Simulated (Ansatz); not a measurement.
**SnH3+ (triplet): from Hartree-Fock to the top rungs, def2-TZVPP**

One table from this session's results is given with a row withheld; the runs are named, their logs left out.

Program: Ansatz 0.2.0, Gaussian basis. Level of theory: def2-TZVPP, core rule «outside noble gas», up to 9 orbitals frozen. These are calculated values, not measurements.

The runs, in order: UHF; CCSD(T) on ROHF; CCSD(T) on UHF; BCCD(T) on ROHF; CCSDT(Q) on ROHF; CCSDT(Q) on UHF; CASSCF and MRCISD+Q, 6 electrons in 7 orbitals; CASSCF and NEVPT2, 6 electrons in 7 orbitals.

7 further runs of the same task are left out: 2 for a known fault of the program, 1 that didn't finish, 4 set aside as unsound or not needed.

### The geometry

The geometry is a PBE0/def2-TZVP stationary point (not a proven minimum) of the parent state, kept for this charge and spin. No spin-orbit coupling is included. Elements past krypton take def2 core potentials.

4 atoms, charge 1, spin multiplicity 3.

Atoms are counted from 1 here; the program's logs count them from 0.

Bond lengths: Sn1–H2 1.715 Å, Sn1–H3 1.715 Å, Sn1–H4 1.715 Å. Angles: H2–Sn1–H3 109.7°, H2–Sn1–H4 109.7°, H3–Sn1–H4 109.7°.

Set-up of the first run:

Contents of in.yaml:

```yaml
crystal:
  periodic: [false, false, false]
  atoms:
    - {symbol: Sn, position_ang: [0.000046, 0.000005, -0.014048]}
    - {symbol: H, position_ang: [1.617032, 0.013522, 0.556831]}
    - {symbol: H, position_ang: [-0.823095, 1.394937, 0.549273]}
    - {symbol: H, position_ang: [-0.799363, -1.408992, 0.548448]}
basis:
  gaussian: {orbitals: def2-TZVPP}
total_charge: 1
magnetization: {spin_polarized: true, initial_magnetization: 2}
hamiltonian: {xc: hf}
output: {orbitals: {seedname: orbitals}}
```

The run is started by

```bash
$ ansatz run in.yaml --threads 1 --pin off --events-out ev --progress --plain --max-ram 4096MiB --backend cpu
```

Steps of the session up to this table: UHF; CCSD(T) on ROHF; CCSD(T) on UHF; BCCD(T) on ROHF; CCSDT(Q) on ROHF; CCSDT(Q) on UHF; CASSCF and MRCISD+Q, 6 electrons in 7 orbitals; CASSCF and NEVPT2, 6 electrons in 7 orbitals.

One of the session's tables, all rows but one given; the rest of the session is left out.

```
          method  from UCCSDT(Q) (kJ/mol)
             UHF                   +273.9
            RMP2                    +72.2
            UMP2                    +77.1
           RCCSD                    +12.4
           UCCSD                     +9.9
        RCCSD(T)                     +4.2
        UCCSD(T)                     +2.5
         BCCD(T)                     +4.3
          RCCSDT                     +2.0
          UCCSDT                     +0.2
       RCCSDT(Q)                     +1.8
       UCCSDT(Q)                        0
  CASSCF valence                   +158.0
  NEVPT2 valence                        ?
  MRCISD valence                     +7.2
MRCISD+Q valence                     +1.8
```

Q: Estimate the row for NEVPT2 valence from the others.

**Answer.** from UCCSDT(Q) (kJ/mol): +43.0. In the column «from UCCSDT(Q) (kJ/mol)» it lies between RCCSD (+12.4) and RMP2 (+72.2).

Caveats from the session: Left out of the table: ROHF (another determinant or state than the rows shown). The program flags UCCSD(T) as in doubt, so those rows may rest on another solution; read them beside their warnings. Restricted and unrestricted rows rest on different reference determinants; where their highest levels disagree by more than a few hundredths of an eV, they describe different states and don't form one ladder.
